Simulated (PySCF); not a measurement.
# C3H6BGa: the cost of one run

Programs: PySCF 2.14.0, with density-fitted response routines of our own. Each step states its level of theory. These are calculated values for one molecule in the gas phase, unless marked as measured. Atoms are numbered from 0 throughout.

### 1 The molecule as given

11 atoms, charge 0, multiplicity 1; geometry from: GFN2-xTB. The atoms were then displaced at random by about 0.01 Å, so the start is not that level's minimum.

Bonds of the start (Å): B0–C1 1.51, C1–Ga2 2.05, Ga2–C3 2.02, C3–C4 1.18, B0–H5 1.20, B0–H6 1.17, C1–H7 1.08, C1–H8 1.11, Ga2–H9 1.58, C4–H10 1.05.

### 2 Geometry optimisation at PBE0-D3(BJ)/def2-SVP

The job: settings as JSON, then the geometry in Å.

```
{"job": {"xc": "PBE0", "basis": "def2-SVP", "d3": "d3bj", "grid": 1, "shake": 0.01, "kind": "geom"}, "charge": 0, "multiplicity": 1}
B     -1.916620     0.566030     0.107150
C     -1.102950     0.175340     1.316890
Ga     0.305820    -0.959270     0.353960
C      2.062060    -0.201300    -0.285780
C      3.067990     0.266140    -0.679280
H     -1.656770     1.555340    -0.515340
H     -2.820310    -0.083420    -0.257080
H     -1.553230    -0.475950     2.048120
H     -0.531160     0.973580     1.843050
H      0.210120    -2.520820     0.135640
H      3.973160     0.678500    -1.003150
```

On the command line:

```bash
$ OMP_NUM_THREADS=1 python probes_run.py task.json out
```

This one command runs all jobs of the session in turn.

Q: Estimate the wall time and peak memory of this first job on 1 thread of Intel Xeon Platinum 8259CL at 2.50GHz, shared host.

About 51 s, with a peak of 0.5 GiB.
